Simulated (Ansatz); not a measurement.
**C2H5GaO: basis-set convergence**

How large a basis does C2H5GaO need? Two functionals are run in growing sets.

Computed with Ansatz 0.2.0, Gaussian basis. Level: one geometry, several basis sets.

Levels to be run: PBE0-D4/def2-SVP; ωB97M-V/def2-SVP; PBE0-D4/def2-QZVPP; ωB97M-V/def2-QZVPP; the functionals' def2-TZVPP values are taken from earlier runs.

**1. Structure used throughout**

All runs share one geometry, relaxed beforehand with PBE0-D4 in a triple-zeta def2 set.

9 atoms, charge 0, spin multiplicity 1.

Atoms are counted from 1 here; the program's logs count them from 0.

Bond lengths: C1–C2 1.515 Å, C1–O4 1.392 Å, C1–H5 1.099 Å, C1–H6 1.099 Å, C2–H7 1.093 Å, C2–H8 1.094 Å, C2–H9 1.093 Å, Ga3–O4 1.787 Å. Angles: C2–C1–O4 112.4°, C2–C1–H5 109.6°, C2–C1–H6 109.6°, O4–C1–H5 109.2°, O4–C1–H6 109.2°, H5–C1–H6 106.7°, C1–C2–H7 110.6°, C1–C2–H8 110.7°, C1–C2–H9 110.6°, H7–C2–H8 108.3°, H7–C2–H9 108.3°, H8–C2–H9 108.3°, C1–O4–Ga3 162.9°.

**2. PBE0-D4 in def2-SVP**

Input file in.yaml:

```yaml
crystal:
  periodic: [false, false, false]
  atoms:
    - {symbol: C, position_ang: [-0.280077, 0.515886, -0.344170]}
    - {symbol: C, position_ang: [0.084867, -0.953883, -0.307128]}
    - {symbol: Ga, position_ang: [0.813143, 1.573368, 2.408358]}
    - {symbol: O, position_ang: [0.120003, 1.190448, 0.806129]}
    - {symbol: H, position_ang: [0.183775, 0.988417, -1.220798]}
    - {symbol: H, position_ang: [-1.366596, 0.622397, -0.466802]}
    - {symbol: H, position_ang: [1.166611, -1.079024, -0.214402]}
    - {symbol: H, position_ang: [-0.241077, -1.456954, -1.221740]}
    - {symbol: H, position_ang: [-0.392247, -1.446955, 0.543553]}
basis:
  gaussian: {orbitals: def2-SVP}
hamiltonian: {xc: pbe0, dispersion: d4}
output: {orbitals: {seedname: orbitals}}
```

Command:

```sh
> ansatz run in.yaml --threads 2 --pin off --events-out ev --progress --plain --max-ram 4352MiB
```

After this run come: ωB97M-V in def2-SVP; PBE0-D4 in def2-QZVPP; ωB97M-V in def2-QZVPP.

Before running them: what should the planned runs give, taken together? Wanted: PBE0-D4: double and triple zeta above quadruple; ωB97M-V: double and triple zeta above quadruple.

As calculated:

| quantity | value |
| --- | --- |
| PBE0-D4: double and triple zeta above quadruple | 12.91, 1.42 eV |
| ωB97M-V: double and triple zeta above quadruple | 13.04, 1.38 eV |

What this shows: PBE0-D4 gains 11.49 eV from double to triple zeta, then 1.42 eV more. Total energies overstate the basis error of differences, where much of it tends to cancel.
